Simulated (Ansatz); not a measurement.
# CH2FNSSi (SMILES FC1=N[SiH2]S1) at HF/STO-3G

Aim: the vertical ionisation energy of CH2FNSSi at HF/STO-3G, from 2 runs. 

Program for the calculation: Ansatz 0.2.0.

111 further runs of the same task are left out: 111 set aside as unsound or not needed. Runs told in other sessions of the task aren't counted.

### 1 The system as given

CH2FNSSi: 7 atoms, total charge 0, spin state singlet. SMILES: `FC1=N[SiH2]S1`. Geometry: relaxed at PBE0-D4/def2-TZVP.

Bond lengths: F1–C2 1.316 Å, C2–N3 1.264 Å, N3–Si4 1.755 Å, C2–S5 1.779 Å, Si4–S5 2.172 Å, Si4–H6 1.478 Å, Si4–H7 1.478 Å. Some angles: F1–C2–N3 124.1°, F1–C2–S5 117.1°, N3–C2–S5 118.7°, C2–N3–Si4 91.5°, N3–Si4–S5 83.4°, C2–S5–Si4 66.4°, N3–Si4–H6 115.0°, N3–Si4–H7 115.0°, S5–Si4–H6 114.2°, S5–Si4–H7 114.2°.

### 2 A single-point energy at HF/STO-3G

File input.yaml:

```yaml
crystal:
  periodic: [false, false, false]
  atoms:
    - {symbol: F, position_ang: [1.147800, -1.939300, 1.137100]}
    - {symbol: C, position_ang: [0.551100, -0.929900, 0.538600]}
    - {symbol: N, position_ang: [-0.672300, -0.915900, 0.221400]}
    - {symbol: Si, position_ang: [-0.525200, 0.696600, -0.454900]}
    - {symbol: S, position_ang: [1.547900, 0.494500, 0.161700]}
    - {symbol: H, position_ang: [-1.272100, 1.746800, 0.268200]}
    - {symbol: H, position_ang: [-0.716300, 0.779100, -1.917900]}
basis:
  gaussian:
    orbitals: STO-3G
hamiltonian:
  xc: hf
accuracy: high
output:
  orbitals: {seedname: orbitals}
```

Run with:

```console
ansatz run input.yaml --threads 1 --pin off --max-ram 2610MiB --events-out events.jsonl --progress --plain --runs-dir runs
```

What it wrote:

```text
Warning: RAYON_NUM_THREADS=1 ignored (pool sized by the plan → 1); use --threads N
Functional definition: HF
  name "HF"
  exchange = exact_x
  correlation = 0
734 factors; integrals over basis functions are off by at most 2.1e-8 eV
mean field evaluation 1: about -23644.4136 eV, gradient 4.0e1 eV
mean field evaluation 2: about -23644.5464 eV, gradient 4.0e1 eV
mean field evaluation 4: about -23649.7609 eV, gradient 2.8e0 eV
mean field evaluation 8: about -23649.8211 eV, gradient 3.5e-2 eV
mean field -23649.81522727 eV, -869.1146791817 hartree, gradient 1.3e-8 eV, S^2 0.000000; 0 other end points of the search recorded, 0 dependent functions left out
reference -23649.81522727 eV, -869.1146791817 hartree; 27, 27 occupied and 8, 8 virtual orbitals, 734 factors
Total energy: -23649.81522727 eV, -869.1146791817 hartree
```

Run time: 0.38 s. Hardware: 1 thread of Arm Neoverse V2, shared host.

### 3 The doublet cation, same level

input.yaml: that of step 2 with these lines changed.

```diff
@@ -5,3 +5,3 @@
     - {symbol: C, position_ang: [0.551100, -0.929900, 0.538600]}
-    - {symbol: N, position_ang: [-0.672300, -0.915900, 0.221400]}
+    - {symbol: "N", position_ang: [-0.672300, -0.915900, 0.221400]}
     - {symbol: Si, position_ang: [-0.525200, 0.696600, -0.454900]}
@@ -13,2 +13,6 @@
     orbitals: STO-3G
+total_charge: 1
+magnetization:
+  spin_polarized: true
+  initial_magnetization: 1
 hamiltonian:
@@ -16,3 +20,2 @@
 accuracy: high
-output:
-  orbitals: {seedname: orbitals}
+output: {orbitals: {seedname: orbitals}}
```

Run with:

```console
ansatz run input.yaml --threads 1 --pin off --max-ram 2610MiB --events-out events.jsonl --progress --plain --runs-dir runs
```

What it wrote:

```text
Warning: RAYON_NUM_THREADS=1 ignored (pool sized by the plan → 1); use --threads N
[... 4 set-up lines as earlier in the session ...]
734 factors; integrals over basis functions are off by at most 2.1e-8 eV
mean field evaluation 1: about -23637.8401 eV, gradient 2.8e1 eV
mean field evaluation 2: about -23637.9732 eV, gradient 2.8e1 eV
mean field evaluation 4: about -23643.7065 eV, gradient 2.8e0 eV
mean field evaluation 8: about -23644.0060 eV, gradient 8.4e-1 eV
mean field evaluation 16: about -23644.0598 eV, gradient 5.5e-7 eV
mean field evaluation 32: about -23643.4421 eV, gradient 8.7e-1 eV
mean field evaluation 64: about -23643.5828 eV, gradient 2.1e-5 eV
mean field -23644.05975484 eV, -868.9031694710 hartree, gradient 2.4e-8 eV, S^2 1.006867; 1 other end points of the search recorded, 0 dependent functions left out
reference -23644.05975484 eV, -868.9031694710 hartree; 27, 26 occupied and 8, 9 virtual orbitals, 734 factors
Total energy: -23644.05975484 eV, -868.9031694710 hartree
```

Run time: 1 s. Hardware: 1 thread of Arm Neoverse V2, shared host; peak memory 0.1 GiB.

### 4 What came out

At HF/STO-3G:

```
                                          quantity          value
                    singlet CH2FNSSi: total energy  -869.11468 Eh
                     singlet CH2FNSSi: HOMO energy       -7.25 eV
                     singlet CH2FNSSi: LUMO energy        8.33 eV
                   singlet CH2FNSSi: HOMO–LUMO gap       15.57 eV
                      doublet cation: total energy  -868.90317 Eh
doublet cation: HOMO energy (highest over α and β)      -15.50 eV
 doublet cation: LUMO energy (lowest over α and β)       -4.43 eV
                              doublet cation: ⟨S²⟩          1.007
vertical ionisation energy (to the doublet cation)       5.755 eV
```

In words: Removing an electron at fixed nuclei costs 5.76 eV (133 kcal/mol). The negative HOMO energy of the first species, 7.25 eV, lies 1.49 eV above that difference. In a minimal basis such a difference can be off by several eV, whatever the method. ⟨S²⟩ (doublet cation) is 1.01 where a pure doublet has 0.75: the reference is spin-contaminated.
